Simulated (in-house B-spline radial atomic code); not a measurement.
# Ar: ionisation energy by several methods

One table from this session's results is given with a row withheld; the runs are named, their logs left out.

Program: in-house B-spline radial atomic code version 1. Level of theory: non-relativistic, several functionals, spin-polarised; spherical all-electron atom at the radial basis limit. These are calculated values, not measurements, unless marked.

## The system

| Property | Result |
| --- | --- |
| element | argon (Z = 18) |
| charge | 0 |
| electrons | 18 |
| configuration | [Ne] 3s2 3p6 |
| nucleus | point |

Outer shells as boxes (Hund's rule):

[Ne] 3s2 3p6
```
[Ne] core
3s [↑↓]
3p [↑↓][↑↓][↑↓]
```

Where spins are not typed, each open shell is filled with up spins first.

Set-up of the first run:

Settings of the run:

```ini
Z = 18
electrons = 18.0
configuration = [Ne] 3s2 3p6
hamiltonian = nr
method = lda,pw
spin_polarised = True
```

Among the steps run: LDA (PW92); RPBE, a GGA; AM05, a GGA; PBE, a GGA; OLYP, a GGA; revTPSS, a meta-GGA; PBEsol, a GGA; M06-L, a meta-GGA.

One table of the session follows, with a row left open; its other results are not shown here.

| method | ΔSCF (eV) |
| --- | --- |
| LDA (PW92) | 15.937 |
| RPBE | 15.784 |
| AM05 | 15.753 |
| PBE | 15.812 |
| OLYP | ? |
| PBEsol | 15.773 |
| revTPSS | 15.905 |
| M06-L | 16.117 |

**Question.** Estimate the row for OLYP.

**Answer.** ΔSCF (eV): 15.768. In the column «ΔSCF (eV)» it lies between AM05 (15.753) and PBEsol (15.773).

To keep in mind: Meta-GGA runs start from a PBE run whose iterations are not counted.
